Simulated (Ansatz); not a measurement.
# Tl (bcc type): the cost of one run

Program: Ansatz 0.2.0. Level of theory: DFT, PBEsol, PAW with Ansatz's default frozen-core files, scalar-relativistic. These are calculated values, not measurements.

## (1) The structure to begin with

The structure is cubic, space group Im-3m (No. 229). Conventional cell: a = 3.853 Å, b = 3.853 Å, c = 3.853 Å, α = 90.00°, β = 90.00°, γ = 90.00°. Around Tl (site symmetry m-3m) lie 8 Tl at 3.34 Å.

As a file:

```xyz
1
Lattice="-1.9264 1.9264 1.9264 1.9264 -1.9264 1.9264 1.9264 1.9264 -1.9264" Properties=species:S:1:pos:R:3 pbc="T T T"
Tl    0.0000    0.0000    0.0000
```

## (2) Cell relaxed at zero pressure, PAW

Contents of input.yaml:

```yaml
crystal:
  lattice:
    - [-1.9263637944, 1.9263637944, 1.9263637944]
    - [1.9263637944, -1.9263637944, 1.9263637944]
    - [1.9263637944, 1.9263637944, -1.9263637944]
  atoms:
    - { symbol: Tl, position: [0.0, 0.0, 0.0] }
kpoints:
  mp_grid: { grid: [16, 16, 16] }
scf:
  occupations: { method: fermi_dirac, width: 0.08 }
hamiltonian:
  xc: pbesol
  pseudopotentials: { kind: paw }
output:
  forces: true
  stress: true
relax:
  f_tol: 0.005
  max_steps: 40
  cell: {}
```

Run with:

```
$ ansatz run input.yaml --threads 1 --pin off --max-ram 3584MiB --backend cpu --events-out ev --progress --plain --runs-dir out
```

**Question.** How long does this run take on 1 thread of Arm Neoverse V1, shared host, and how much memory does it need?

About 4.7 s, with a peak of 0.31 GiB.
